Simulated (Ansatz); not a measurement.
# SnF4: the cost of one run

Computed with Ansatz 0.2.0 (DFT PBEsol, scalar-relativistic, plane waves, PAW, unless a step's input says otherwise).

### 1 The system as given

It takes space group I4/mmm (No. 139, tetragonal). Conventional cell: a = 4.050 Å, b = 4.050 Å, c = 7.930 Å, α = 90.00°, β = 90.00°, γ = 90.00°. Around Sn (site symmetry 4/mmm) lie 6 F at 1.88 to 2.02 Å. Around F (site symmetry 4mm) lie 1 Sn at 1.88 Å. F (site symmetry mmm) is surrounded by 2 Sn at 2.02 Å.

Coordinates:

```
Sn F
1.0
    -2.02500    2.02500    3.96500
     2.02500   -2.02500    3.96500
     2.02500    2.02500   -3.96500
Sn F
1 4
Cartesian
  0.0000 0.0000 0.0000
  0.0000 0.0000 1.8794
  0.0000 0.0000 6.0506
  0.0000 2.0250 0.0000
  2.0250 0.0000 0.0000
```

The structure comes from the Crystallography Open Database.

### 2 Probe: one point at the start

The input, input.yaml:

```yaml
crystal:
  lattice:
    - [-2.025, 2.025, 3.965]
    - [2.025, -2.025, 3.965]
    - [2.025, 2.025, -3.965]
  atoms:
    - { symbol: Sn, position: [0.0, 0.0, 0.0] }
    - { symbol: F, position: [0.237, 0.237, 0.0] }
    - { symbol: F, position: [0.763, 0.763, 0.0] }
    - { symbol: F, position: [0.5, 0.0, 0.5] }
    - { symbol: F, position: [0.0, 0.5, 0.5] }
basis:
  ecutwfc: 420
kpoints:
  mp_grid: { grid: [6, 6, 6] }
hamiltonian:
  xc: pbesol
scf:
  occupations: { method: gaussian, width: 0.1 }
output:
  forces: true
  stress: true
  eigenvalues: true
```

The run is started by

```bash
ansatz run input.yaml --threads 1 --pin off --max-ram 1228MiB --backend cpu --events-out ev --progress --plain --runs-dir out
```

What time and memory should one allow on 1 thread of an x86-64 CPU, shared host?

About 1.6 s, with a peak of 0.38 GiB.
